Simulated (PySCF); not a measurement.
# C8H20O2Si: the cost of one run

Computed with PySCF 2.14.0, with density-fitted response routines of our own, on a single molecule in the gas phase. Atoms count from 0, in the outputs and in this text.

### 1 The molecule as given

31 atoms, charge 0, multiplicity 1; geometry from: GFN2-xTB.

Bonds of the start (Å): C0–C1 1.53, C1–C2 1.53, C1–C3 1.53, C1–Si4 1.92, Si4–O5 1.63, Si4–O6 1.65, Si4–C7 1.93, C7–C8 1.53, C7–C9 1.53, C7–C10 1.53, C0–H11 1.09, C0–H12 1.09, C0–H13 1.09, C2–H14 1.09, C2–H15 1.09, C2–H16 1.09, C3–H17 1.09, C3–H18 1.09, C3–H19 1.09, O5–H20 0.95, O6–H21 0.95, C8–H22 1.09, C8–H23 1.09, C8–H24 1.09, C9–H25 1.09, C9–H26 1.09, C9–H27 1.09, C10–H28 1.09, C10–H29 1.09, C10–H30 1.09.

### 2 Optimising the geometry at PBE0-D3(BJ)/def2-SVP

What the job is given:

```
{"job": {"xc": "PBE0", "basis": "def2-SVP", "d3": "d3bj", "grid": 1, "kind": "geom"}, "charge": 0, "multiplicity": 1}
C      1.413480    -1.078260    -1.756630
C      1.614560    -0.284420    -0.464050
C      2.641390    -1.024110     0.399110
C      2.192080     1.088100    -0.813760
Si    -0.001780    -0.113940     0.560270
O      0.382230     0.933200     1.747540
O     -0.343450    -1.511410     1.358330
C     -1.613950     0.443550    -0.341730
C     -2.625720     0.868710     0.728810
C     -2.233820    -0.703240    -1.147320
C     -1.384830     1.632230    -1.276550
H      0.737110    -0.561360    -2.433290
H      1.007500    -2.067320    -1.551270
H      2.366570    -1.207210    -2.269720
H      3.585080    -1.123130    -0.136290
H      2.823690    -0.477190     1.319700
H      2.288990    -2.019160     0.659490
H      1.530530     1.635290    -1.479110
H      2.329760     1.675920     0.088880
H      3.157940     0.977320    -1.306380
H     -0.035550     0.828820     2.599110
H     -0.569380    -2.295670     0.867990
H     -2.256610     1.728780     1.282000
H     -3.575270     1.141260     0.268880
H     -2.808040     0.058560     1.431710
H     -1.551240    -1.064560    -1.912600
H     -3.146190    -0.367050    -1.639920
H     -2.494170    -1.534820    -0.495240
H     -2.333790     1.987530    -1.678830
H     -0.748700     1.353490    -2.112970
H     -0.912240     2.451830    -0.741050
```

Q: Estimate the wall time of this first job on 8 threads of Arm Neoverse V1, shared host.

About 7.2 min.
